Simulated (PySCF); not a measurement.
# CH7BN2: the cost of one run

The runs use PySCF 2.14.0, with density-fitted response routines of our own; the level of theory stands in each step. All values are computed, except where a source is named. Atoms are numbered from 0 throughout.

### 1 Starting geometry

11 atoms, charge 0, multiplicity 1; geometry from: GFN2-xTB. The atoms were then displaced at random by about 0.01 Å, so the start is not that level's minimum.

Bonds of the start (Å): C0–B1 1.59, B1–N2 1.39, B1–N3 1.41, C0–H4 1.07, C0–H5 1.06, C0–H6 1.11, N2–H7 1.04, N2–H8 1.01, N3–H9 1.03, N3–H10 0.97.

### 2 Optimising the geometry at PBE0-D3(BJ)/def2-SVP

Job settings and geometry (Å):

```
{"job": {"xc": "PBE0", "basis": "def2-SVP", "d3": "d3bj", "grid": 1, "shake": 0.01, "kind": "geom"}, "charge": 0, "multiplicity": 1}
C     -1.111200    -0.828850     0.082120
B      0.157280     0.116690    -0.022700
N      1.412370    -0.424820     0.229260
N      0.079160     1.481740    -0.360980
H     -1.339880    -1.083640     1.100600
H     -1.005420    -1.727100    -0.475760
H     -2.012780    -0.316670    -0.308430
H      2.300770     0.112580     0.196770
H      1.573440    -1.379120     0.502290
H     -0.835380     1.921170    -0.538330
H      0.819740     2.102180    -0.420490
```

Run with:

```
> OMP_NUM_THREADS=1 python probes_run.py task.json out
```

One launch serves the whole session: the jobs run in the order shown.

Q: Estimate the wall time and peak memory of this first job on 1 thread of Arm Neoverse V1, shared host.

About 24 s, with a peak of 0.39 GiB.
